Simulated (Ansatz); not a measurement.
# C7H9O4PRu: basis-set convergence

How large a basis does C7H9O4PRu need? Two functionals are run in growing sets.

Method: one geometry, several basis sets; program: Ansatz 0.2.0, Gaussian basis.

Plan: PBE0-D4/def2-SVP; ωB97M-V/def2-SVP; PBE0-D4/def2-QZVPP; ωB97M-V/def2-QZVPP; the functionals' def2-TZVPP values are taken from earlier runs.

1 further run of the same task is left out (for a known fault of the program).

### Step 1. The geometry

All runs share one geometry, relaxed beforehand with PBE0-D4 in a triple-zeta def2 set. Ru takes the def2 core potential; no spin-orbit term is included.

SMILES `C[P+](C)(C)[Ru-5]([C]#[O+])([C]#[O+])([C]#[O+])[C]#[O+]`, 22 atoms, charge 0, spin multiplicity 1.

Atoms are counted from 1 here; the program's logs count them from 0.

Bond lengths: C1–P2 1.821 Å, C1–H14 1.093 Å, C1–H15 1.091 Å, C1–H16 1.091 Å, P2–C3 1.821 Å, P2–C4 1.821 Å, P2–Ru5 2.327 Å, C3–H17 1.093 Å, C3–H18 1.091 Å, C3–H19 1.091 Å, C4–H20 1.093 Å, C4–H21 1.091 Å, C4–H22 1.091 Å, Ru5–C6 1.921 Å, Ru5–C8 1.920 Å, Ru5–C10 1.921 Å, Ru5–C12 1.920 Å, C6–O7 1.142 Å and more. Angles: P2–C1–H14 111.5°, P2–C1–H15 109.3°, P2–C1–H16 109.4°, H14–C1–H15 109.3°, H14–C1–H16 109.3°, H15–C1–H16 108.0°, C1–P2–C3 102.0°, C1–P2–C4 102.2°, C1–P2–Ru5 116.0°, C3–P2–C4 102.1°, C3–P2–Ru5 115.7°, C4–P2–Ru5 116.5°, P2–C3–H17 111.5°, P2–C3–H18 109.3°, P2–C3–H19 109.3°, H17–C3–H18 109.3°, H17–C3–H19 109.3°, H18–C3–H19 108.0° and more.

As a file:

| atom | x (Å) | y (Å) | z (Å) |
| --- | --- | --- | --- |
| C1 | -1.63606 | 0.45659 | 1.35217 |
| P2 | -0.32837 | -0.36810 | 0.38998 |
| C3 | -1.24308 | -1.72559 | -0.40803 |
| C4 | 0.60508 | -1.24529 | 1.68410 |
| Ru5 | 0.90326 | 0.99562 | -1.03737 |
| C6 | 0.70265 | 2.71412 | -0.20316 |
| O7 | 0.58488 | 3.73510 | 0.29529 |
| C8 | 1.50582 | -0.27930 | -2.34070 |
| O9 | 1.86545 | -1.03925 | -3.11408 |
| C10 | 2.65578 | 0.90888 | -0.25422 |
| O11 | 3.69684 | 0.85754 | 0.21233 |
| C12 | -0.46877 | 1.51342 | -2.27613 |
| O13 | -1.28595 | 1.82142 | -3.01254 |
| H14 | -2.17366 | -0.25206 | 1.98785 |
| H15 | -2.34023 | 0.93305 | 0.66822 |
| H16 | -1.19125 | 1.23446 | 1.97473 |
| H17 | -1.80125 | -2.31699 | 0.32270 |
| H18 | -1.93676 | -1.31086 | -1.14118 |
| H19 | -0.54120 | -2.37329 | -0.93573 |
| H20 | -0.05138 | -1.86371 | 2.30209 |
| H21 | 1.11648 | -0.51812 | 2.31670 |
| H22 | 1.36169 | -1.87764 | 1.21698 |

### Step 2. PBE0-D4 in def2-SVP

Contents of in.yaml:

```yaml
crystal:
  periodic: [false, false, false]
  atoms:
    - {symbol: C, position_ang: [-1.636062, 0.456585, 1.352173]}
    - {symbol: P, position_ang: [-0.328369, -0.368104, 0.389983]}
    - {symbol: C, position_ang: [-1.243076, -1.725593, -0.408029]}
    - {symbol: C, position_ang: [0.605078, -1.245293, 1.684102]}
    - {symbol: Ru, position_ang: [0.903264, 0.995624, -1.037368]}
    - {symbol: C, position_ang: [0.702648, 2.714122, -0.203163]}
    - {symbol: O, position_ang: [0.584884, 3.735104, 0.295288]}
    - {symbol: C, position_ang: [1.505821, -0.279295, -2.340705]}
    - {symbol: O, position_ang: [1.865449, -1.039246, -3.114084]}
    - {symbol: C, position_ang: [2.655781, 0.908884, -0.254221]}
    - {symbol: O, position_ang: [3.696840, 0.857543, 0.212329]}
    - {symbol: C, position_ang: [-0.468768, 1.513418, -2.276131]}
    - {symbol: O, position_ang: [-1.285949, 1.821422, -3.012536]}
    - {symbol: H, position_ang: [-2.173661, -0.252065, 1.987845]}
    - {symbol: H, position_ang: [-2.340230, 0.933051, 0.668221]}
    - {symbol: H, position_ang: [-1.191251, 1.234463, 1.974731]}
    - {symbol: H, position_ang: [-1.801247, -2.316989, 0.322699]}
    - {symbol: H, position_ang: [-1.936763, -1.310865, -1.141177]}
    - {symbol: H, position_ang: [-0.541204, -2.373292, -0.935734]}
    - {symbol: H, position_ang: [-0.051381, -1.863712, 2.302089]}
    - {symbol: H, position_ang: [1.116475, -0.518121, 2.316695]}
    - {symbol: H, position_ang: [1.361690, -1.877641, 1.216984]}
basis:
  gaussian: {orbitals: def2-SVP}
hamiltonian: {xc: pbe0, dispersion: d4}
output: {orbitals: {seedname: orbitals}}
```

On the command line:

```bash
$ ansatz run in.yaml --threads 11 --pin off --events-out ev --progress --plain --max-ram 174080MiB --backend cpu
```

After this run come: ωB97M-V in def2-SVP; PBE0-D4 in def2-QZVPP; ωB97M-V in def2-QZVPP.

Q: Predict the results of all the runs planned. Wanted: PBE0-D4: double and triple zeta above quadruple; ωB97M-V: double and triple zeta above quadruple.

**Answer**, as computed:

```
                                       quantity           value
PBE0-D4: double and triple zeta above quadruple  23.28, 1.24 eV
ωB97M-V: double and triple zeta above quadruple  23.86, 1.18 eV
```

**Reading.** For PBE0-D4 the step from double to triple zeta gains 22.04 eV and the next only 1.24 eV. Total energies overstate the basis error of differences, where much of it tends to cancel. The LUMO of ωB97M-V is positive and keeps falling with the basis (1.58 to 0.89 eV): an unbound level that the basis holds in place.
